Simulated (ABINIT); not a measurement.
# TiAl3 (I4/mmm) in ABINIT: notebook, part 2 of 2

ABINIT 10.8.3 (patched build). The steps go on from the part before.

**3. Relaxation of cell and atoms, LDA**

run.abi reads:

```
# Pseudopotentials
pp_dirpath "./"
pseudos "Ti.upf, Al.upf"

# Structure
acell 3*1.0
rprim
    -3.6114683927     3.6114683927     8.0892916522
     3.6114683927    -3.6114683927     8.0892916522
     3.6114683927     3.6114683927    -8.0892916522
ntypat 2
znucl 22 13
natom 4
typat 1 2 2 2
chkprim 0
chksymtnons 0
tolsym 1.0e-6
xred
            0.0            0.0            0.0
            1/4            3/4            1/2
            3/4            1/4            1/2
            1/2            1/2            0.0

# Plane-wave basis
ecut 42.0
ecutsm 0.5

# k points
kptopt 1
ngkpt 8 8 8
nshiftk 1
shiftk 0.0 0.0 0.0

# Exchange and correlation
ixc 7

# Bands and occupations
nband 15
occopt 3
tsmear 0.05 eV

# SCF cycle
nstep 80
tolvrs 1.0e-12

# Output
iomode 3
prteig 0
prtebands 0
prtwf 0
prtden 0

# Relaxation
ionmov 2
optcell 2
ntime 50
tolmxf 2.0e-5
dilatmx 1.08
```

Potentials or basis: PseudoDojo NC SR LDA v0.4.1 standard.

Launch:

```bash
$ mpirun --bind-to none -np 4 abinit run.abi > log 2>&1
```

run.abo:

```text
.Version 10.8.3 of ABINIT
 Symmetries : space group I4/m m m (#139); Bravais tI (body-center tetrag.)
================================================================================
 Values of the parameters that define the memory need of the present run
     intxc =       0    ionmov =       2      iscf =       7    lmnmax =       6
     lnmax =       6     mgfft =      64  mpssoang =       3    mqgrid =    3001
     natom =       4  nloc_mem =       1    nspden =       1   nspinor =       1
    nsppol =       1      nsym =      16    n1xccc =    2501    ntypat =       2
    occopt =       3   xclevel =       1
       mpw =        6948          nfft =      262144          nkpt =          59
================================================================================
================================================================================

--------------------------------------------------------------------------------
------------- Echo of variables that govern the present computation ------------
--------------------------------------------------------------------------------
 -outvars: echo values of preprocessed input variables --------
            acell      1.0000000000E+00  1.0000000000E+00  1.0000000000E+00 Bohr
              amu      4.78800000E+01  2.69815390E+01
          chkprim           0
      chksymtnons           0
          dilatmx      1.08000000E+00
             ecut      4.20000000E+01 Hartree
           ecutsm      5.00000000E-01 Hartree
           ionmov           2
                       outvar_i_n : Printing only first  50 k-points.
              ixc           7
                       outvar_i_n : Printing only first  50 k-points.
         kptrlatt        8    0    0      0    8    0      0    0    8
          kptrlen      5.77834943E+01
            natom           4
            nband          15
            ngfft          64      64      64
             nkpt          59
            nstep          80
             nsym          16
            ntime          50
           ntypat           2
                       prtocc : prtvol=0, do not print more k-points.
           occopt           3
          optcell           2
           prtden           0
        prtebands           0
           prteig           0
            prtwf           0
[... 803 lines left out ...]
    3      0.00000000000000     0.00000000000000     0.00000000000000
    4      0.00000000000000     0.00000000000000     0.00000000000000
 frms,max,avg= 2.1397840E-30 5.8632384E-30   0.000E+00  0.000E+00  0.000E+00 e/A
 length scales=  9.460514163628  9.460514163628  9.460514163628 bohr
              =  5.006288495421  5.006288495421  5.006288495421 angstroms
 Fermi (or HOMO) energy (hartree) =   0.32111   Average Vxc (hartree)=  -0.39805
 Eigenvalues (hartree) for nkpt=  59  k points:
 kpt#   1, nband= 15, wtk=  0.00195, kpt=  0.0000  0.0000  0.0000 (reduced coord)
  -1.72777   -0.86932   -0.86932   -0.86655   -0.05624    0.21394    0.22398    0.26663
   0.27492    0.27492    0.35308    0.38955    0.38955    0.40683    0.41703
      occupation numbers for kpt#   1
   2.00000    2.00000    2.00000    2.00000    2.00000    2.00000    2.00000    2.00000
   2.00000    2.00000    0.00000    0.00000    0.00000    0.00000    0.00000
 prteigrs : prtvol=0 or 1, do not print more k-points.

--- !EnergyTerms
iteration_state     : {dtset: 1, itime: 6, icycle: 1, }
comment             : Components of total free energy in Hartree
kinetic             :  2.63856006608751E+01
hartree             :  1.88948380397228E+01
xc                  : -1.20942624202020E+01
Ewald energy        : -4.33310454463994E+01
psp_core            :  8.53981005476031E-01
local_psp           : -5.87721138677560E+01
non_local_psp       :  1.56589993053525E+00
internal            : -6.64971020977482E+01
'-kT*entropy'       : -4.10124026827372E-04
total_energy        : -6.64975122217750E+01
total_energy_eV     : -1.80948948946356E+03
band_energy         : -6.15003298577085E+00
...

 Cartesian components of stress tensor (hartree/bohr^3)
  sigma(1 1)= -8.95777717E-09  sigma(3 2)=  0.00000000E+00
  sigma(2 2)= -8.95777717E-09  sigma(3 1)=  0.00000000E+00
  sigma(3 3)= -1.81128258E-07  sigma(2 1)=  0.00000000E+00

-Cartesian components of stress tensor (GPa)         [Pressure=  1.9520E-03 GPa]
- sigma(1 1)= -2.63546903E-04  sigma(3 2)=  0.00000000E+00
- sigma(2 2)= -2.63546903E-04  sigma(3 1)=  0.00000000E+00
- sigma(3 3)= -5.32897733E-03  sigma(2 1)=  0.00000000E+00

== END DATASET(S) ==============================================================
================================================================================

 -outvars: echo values of variables after computation  --------
            acell      9.4605141636E+00  9.4605141636E+00  9.4605141636E+00 Bohr
           etotal     -6.6497512222E+01
            fcart      3.4667812742E-48  3.8007277414E-32  1.6941662427E-32
                      -1.0400343823E-47 -1.1402183224E-31 -5.0824987281E-32
                       3.4667812742E-48  3.8007277414E-32  1.6941662427E-32
                       3.4667812742E-48  3.8007277414E-32  1.6941662427E-32
            rprim     -3.7707838968E-01  3.7707838968E-01  8.4594549237E-01
                       3.7707838968E-01 -3.7707838968E-01  8.4594549237E-01
                       3.7707838968E-01  3.7707838968E-01 -8.4594549237E-01
           strten     -8.9577771719E-09 -8.9577771715E-09 -1.8112825781E-07
                       0.0000000000E+00  0.0000000000E+00  0.0000000000E+00
           xangst     -6.3145121177E-32  1.4850683133E-33 -9.2232974804E-33
                       1.8877632041E+00  3.5250283395E-16  2.1175235931E+00
                      -2.2229285336E-16  1.8877632041E+00  2.1175235931E+00
                      -2.5669719634E-16  2.1330658226E-16  4.2350471862E+00
             xred     -6.9558426604E-34 -1.7813777202E-32 -1.6331511476E-32
                       2.5000000000E-01  7.5000000000E-01  5.0000000000E-01
                       7.5000000000E-01  2.5000000000E-01  5.0000000000E-01
                       5.0000000000E-01  5.0000000000E-01 -1.1492599811E-17
 Calculation completed.
```

Wall time 6.1 min (4 MPI ranks of AMD EPYC 9R45 (Zen 5), shared host); peak memory 0.56 GiB.

What came out:

```
Free energy                            : -1809.4895 eV
Relaxed volume                         : 15.09 Å³/atom
Relaxed cell                           : a = 5.006 Å, b = 5.006 Å, c = 5.006 Å, α = 135.69°, β = 135.69°, γ = 64.45°
Space group after relaxing (to 0.05 Å) : I4/mmm (No. 139)
Energy gained by relaxing              : 6.7 meV/atom
Ionic steps                            : 6
Pressure after relaxing                : 0.0 GPa
Band gap on the k mesh                 : none (metal or under the smearing width)
```

Step by step:
```
step  energy change (eV)  largest force (eV/Å)  pressure (GPa)  volume (Å³)
   1              0.0000                0.0000           -3.82        62.54
   2             -0.0147                0.0000           -2.61        61.81
   3             -0.0267                0.0000            0.12        60.31
   4             -0.0267                0.0000            0.00        60.37
   5             -0.0267                0.0000            0.00        60.37
   6             -0.0267                0.0000            0.00        60.37
```

Final structure:
```cif
data_structure
_symmetry_space_group_name_H-M 'P 1'
_symmetry_Int_Tables_number 1
_cell_length_a 5.0063
_cell_length_b 5.0063
_cell_length_c 5.0063
_cell_angle_alpha 135.694
_cell_angle_beta 135.694
_cell_angle_gamma 64.453
_cell_volume 60.37
loop_
_atom_site_label
_atom_site_type_symbol
_atom_site_fract_x
_atom_site_fract_y
_atom_site_fract_z
_atom_site_occupancy
Ti1 Ti 0.00000 0.00000 0.00000 1
Al1 Al 0.25000 0.75000 0.50000 1
Al2 Al 0.75000 0.25000 0.50000 1
Al3 Al 0.50000 0.50000 0.00000 1
```
